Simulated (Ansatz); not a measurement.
# Pr3BeSb: the cost of one run

Computed with Ansatz 0.2.0 (DFT PBE, scalar-relativistic, plane waves, PAW; 4f electrons in the core of a trivalent norm-conserving potential, unless a step's input says otherwise).

1 further run of the same task is left out (it didn't finish).

## 1. Starting point

It takes space group Pm-3m (No. 221, cubic). Conventional cell: a = 4.916 Å, b = 4.916 Å, c = 4.916 Å, α = 90.00°, β = 90.00°, γ = 90.00°. Pr (site symmetry 4/mmm) is surrounded by 2 Be at 2.46 Å. Be (site symmetry m-3m) is surrounded by 6 Pr at 2.46 Å. Sb (site symmetry m-3m) is surrounded by 12 Pr at 3.48 Å.

Coordinates:

```xyz
5
Lattice="4.9159 0.0000 0.0000 0.0000 4.9159 0.0000 0.0000 0.0000 4.9159" Properties=species:S:1:pos:R:3 pbc="T T T"
Pr    2.4579    0.0000    0.0000
Pr    0.0000    2.4579    0.0000
Pr    0.0000    0.0000    2.4579
Be    0.0000    0.0000    0.0000
Sb    2.4579    2.4579    2.4579
```

A structure generator made this guess: species swapped into a database cell of Lu3PbC (Pm-3m, No. 221), with Pr on the Lu sites, Sb on the Pb sites and Be on the C sites. The dimensions are guesses.

## 2. The guess as it stands, on a coarse mesh

Contents of input.yaml:

```yaml
crystal:
  lattice:
    - [4.9158566, 0.0, 0.0]
    - [0.0, 4.9158566, 0.0]
    - [0.0, 0.0, 4.9158566]
  atoms:
    - { symbol: Pr, position: [0.5, 0.0, 0.0] }
    - { symbol: Pr, position: [0.0, 0.5, 0.0] }
    - { symbol: Pr, position: [0.0, 0.0, 0.5] }
    - { symbol: Be, position: [0.0, 0.0, 0.0] }
    - { symbol: Sb, position: [0.5, 0.5, 0.5] }
basis:
  ecutwfc: 660
kpoints:
  mp_grid: { grid: [4, 4, 4] }
hamiltonian:
  xc: pbe
  pseudopotentials:
    kind: paw
    azcp: { Pr: "pseudopotentials/pbe/nc/lanthanide_3plus/Pr.nc.azcp" }
scf:
  occupations: { method: gaussian, width: 0.1 }
  lower_state_search: "off"
output:
  forces: true
  stress: true
  eigenvalues: true
```

On the command line:

```
> ansatz run input.yaml --threads 1 --pin off --max-ram 2560MiB --backend cpu --events-out ev --progress --plain --runs-dir out
```

**Question.** How long does this run take on 1 thread of Intel Xeon at 2.50GHz (Skylake/Cascade Lake), shared host, and how much memory does it need?

About 11 s, with a peak of 0.44 GiB.
